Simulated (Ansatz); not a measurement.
**CH7GaSSi: ionisation energy by level of theory**

Aim: the vertical ionisation energy of CH7GaSSi, as cation minus neutral at the neutral's geometry, on several levels, and how well −ε(HOMO) stands in for it.

Program: Ansatz 0.2.0, Gaussian basis. Level of theory: unrestricted cation, the program's frozen cores in correlated methods. These are calculated values, not measurements.

Plan: UKS PBE-D4/def2-TZVPP; UKS r2SCAN-D4/def2-TZVPP; UKS PBE0-D4/def2-TZVPP; UKS B3LYP-D4/def2-TZVPP; UKS wB97X-V/def2-TZVPP; UKS wB97M-V/def2-TZVPP; UKS B2PLYP/def2-TZVPP; UHF-CCSD(T)/def2-TZVPP; UHF-MP2/def2-QZVPP; extrapolation to the limit; then −ε(HOMO) from the neutral's earlier runs with LDA (SPW92), PBE-D4, revPBE-D4, BLYP-D4, r2SCAN-D4, B97M-V, PBE0-D4, B3LYP-D4, r2SCANh-D4, r2SCAN0-D4, HSE06-D4, BHLYP-D4, CAM-B3LYP-D4, LC-ωPBE, ωB97X-V, ωB97M-V.

**1. The geometry**

An earlier PBE0-D4 in a triple-zeta def2 set relaxation fixed the geometry.

SMILES `[SiH3]C[S][GaH2]`, 11 atoms, charge 0, spin multiplicity 1.

Atoms are counted from 1 here; the program's logs count them from 0.

Bond lengths: Si1–C2 1.878 Å, Si1–H5 1.484 Å, Si1–H6 1.490 Å, Si1–H7 1.488 Å, C2–S3 1.826 Å, C2–H8 1.092 Å, C2–H9 1.091 Å, S3–Ga4 2.191 Å, Ga4–H10 1.558 Å, Ga4–H11 1.563 Å. Angles: C2–Si1–H5 109.6°, C2–Si1–H6 111.1°, C2–Si1–H7 108.6°, H5–Si1–H6 109.3°, H5–Si1–H7 109.2°, H6–Si1–H7 109.0°, Si1–C2–S3 109.7°, Si1–C2–H8 110.8°, Si1–C2–H9 111.5°, S3–C2–H8 106.6°, S3–C2–H9 110.7°, H8–C2–H9 107.4°, C2–S3–Ga4 102.8°, S3–Ga4–H10 115.9°, S3–Ga4–H11 116.9°, H10–Ga4–H11 127.2°.

**2. Cation, UKS PBE-D4/def2-TZVPP**

The input, in.yaml:

```yaml
crystal:
  periodic: [false, false, false]
  atoms:
    - {symbol: Si, position_ang: [-1.171758, 1.154114, 0.054812]}
    - {symbol: C, position_ang: [0.647084, 0.860695, 0.417647]}
    - {symbol: S, position_ang: [1.404127, -0.079796, -0.952450]}
    - {symbol: Ga, position_ang: [0.818932, -2.144065, -0.506636]}
    - {symbol: H, position_ang: [-1.311817, 1.880899, -1.231861]}
    - {symbol: H, position_ang: [-1.814757, 1.946496, 1.140873]}
    - {symbol: H, position_ang: [-1.853371, -0.163835, -0.052365]}
    - {symbol: H, position_ang: [1.187592, 1.807791, 0.481608]}
    - {symbol: H, position_ang: [0.787170, 0.340288, 1.366498]}
    - {symbol: H, position_ang: [1.249148, -3.214232, -1.554665]}
    - {symbol: H, position_ang: [0.057660, -2.388354, 0.836548]}
basis:
  gaussian: {orbitals: def2-TZVPP}
total_charge: 1
magnetization: {spin_polarized: true, initial_magnetization: 1}
hamiltonian: {xc: pbe, dispersion: d4}
```

Launch:

```bash
ansatz run in.yaml --threads 2 --pin off --events-out ev --progress --plain --max-ram 32768MiB --backend cpu
```

After this run come: Cation, UKS r2SCAN-D4/def2-TZVPP; Cation, UKS PBE0-D4/def2-TZVPP; Cation, UKS B3LYP-D4/def2-TZVPP; Cation, UKS wB97X-V/def2-TZVPP; Cation, UKS wB97M-V/def2-TZVPP; Cation, UKS B2PLYP (frozen core)/def2-TZVPP; Cation, UHF-CCSD(T)/def2-TZVPP; Cation, UHF-MP2/def2-QZVPP.

**Question.** What will the summary of the whole plan be? Wanted: ionisation energy, CCSD(T)/CBS; nearest functional by difference; nearest −ε(HOMO); −ε(HOMO) of PBE; T1 of the cation.

The runs gave:

| quantity | value |
| --- | --- |
| ionisation energy, CCSD(T)/CBS | 9.14 eV |
| nearest functional by difference | ωB97M-V (-0.12 eV) |
| nearest −ε(HOMO) | ωB97M-V (+0.01 eV) |
| −ε(HOMO) of PBE | 5.94 eV |
| T1 of the cation | 0.020 |

What this shows: By cation minus neutral, the functionals miss by 0.30 eV at most. The PBE orbital energy is 3.2 eV too small: a semilocal HOMO is no ionisation energy. Among orbital estimates ωB97M-V comes nearest. Hartree-Fock falls 1.16 eV short, as the neutral has more correlation energy than the cation. The cation may have settled in a state other than its lowest; no search over hole states beyond the program's own was made. Correlated methods include outer-core shells of Ga, which these sets cover unevenly. With outer-core shells in play the reference is unsure by up to some tenths of an eV, so close misses can't be ranked.
